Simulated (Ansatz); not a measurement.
What does this script print? It uses Ansatz 0.2.0 through its Python package.

`adiabatic_cdh3no.py`
```python
"""Vertical and adiabatic ionisation of CdH3NO."""

import itertools

import ansatz
from ase.data import atomic_numbers, covalent_radii
import numpy as np

GEOMETRY = """
N    -1.03570    0.15900   -1.09480
Cd    0.47900   -0.91300   -0.22890
O     1.43990   -0.52470    1.01830
H    -0.37150    1.03060   -0.97910
H    -1.43440   -0.06400   -0.17630
H     0.96460    0.24810    1.41470
"""

molecule = ansatz.Crystal.molecule()
for line in GEOMETRY.strip().splitlines():
    symbol, *xyz = line.split()
    molecule = molecule.atom(symbol, [float(v) for v in xyz])

model = molecule.calculation().basis(gaussian="def2-SVP").functional("CAM-B3LYP")
symbols = [site.symbol for site in molecule.cartesian_sites]
start = np.array([site.position_ang for site in molecule.cartesian_sites], dtype=float)
summary = model.relax(force_tolerance=0.01, max_steps=100).run(threads=1, pin="off").report
end = np.array(summary["positions_ang"])

minimum = ansatz.Crystal.molecule()
for symbol, place in zip(symbols, end):
    minimum = minimum.atom(symbol, place.tolist())
ion = minimum.calculation()
ion = ion.basis(gaussian="def2-SVP")
ion = ion.functional("CAM-B3LYP").charge(1)
ion = ion.spin("collinear", total=1)
vertical = ion.run(threads=1, pin="off").report
settled = ion.relax(force_tolerance=0.01, max_steps=80).run(threads=1, pin="off").report
print(f"vertical ionisation energy   {vertical['free_energy_ev'] - summary['free_energy_ev']:.3f} eV")
print(f"adiabatic, no zero point     {settled['free_energy_ev'] - summary['free_energy_ev']:.3f} eV")
print(f"relaxation energy of the ion {vertical['free_energy_ev'] - settled['free_energy_ev']:.3f} eV")
ionised = np.array(settled["positions_ang"])
# pairs closer than 1.2 times the sum of covalent radii, before or after
radius = [covalent_radii[atomic_numbers[s]] for s in symbols]
span = lambda where, i, j: np.linalg.norm(where[i] - where[j])
bonded = [(i, j) for i, j in itertools.combinations(range(len(symbols)), 2) if min(span(end, i, j), span(ionised, i, j)) < 1.2 * (radius[i] + radius[j])]
print("pair        before    after (A)")
for i, j in bonded:
    print(f"{symbols[i]}{i}-{symbols[j]}{j}".ljust(10), f"{span(end, i, j):8.4f} {span(ionised, i, j):8.4f}")
```

```console
$ python adiabatic_cdh3no.py
vertical ionisation energy   9.120 eV
adiabatic, no zero point     8.602 eV
relaxation energy of the ion 0.518 eV
pair        before    after (A)
N0-Cd1       1.9881   2.1222
N0-H3        1.0181   1.0320
N0-H4        1.0181   1.0315
Cd1-O2       1.9546   1.9184
O2-H5        0.9645   0.9689
```

Notes:
- The energies are electronic: no zero-point or thermal terms, and the basis set is short of its limit. The product may relax into another structure. The relaxation finds the nearest minimum, so the adiabatic value is an upper bound.
- def2 sets replace the cores of elements past krypton by effective core potentials.
- Wall time of the script: 4.5 min on 1 thread of Arm Neoverse N1, on a shared host, peak memory 0.28 GiB.
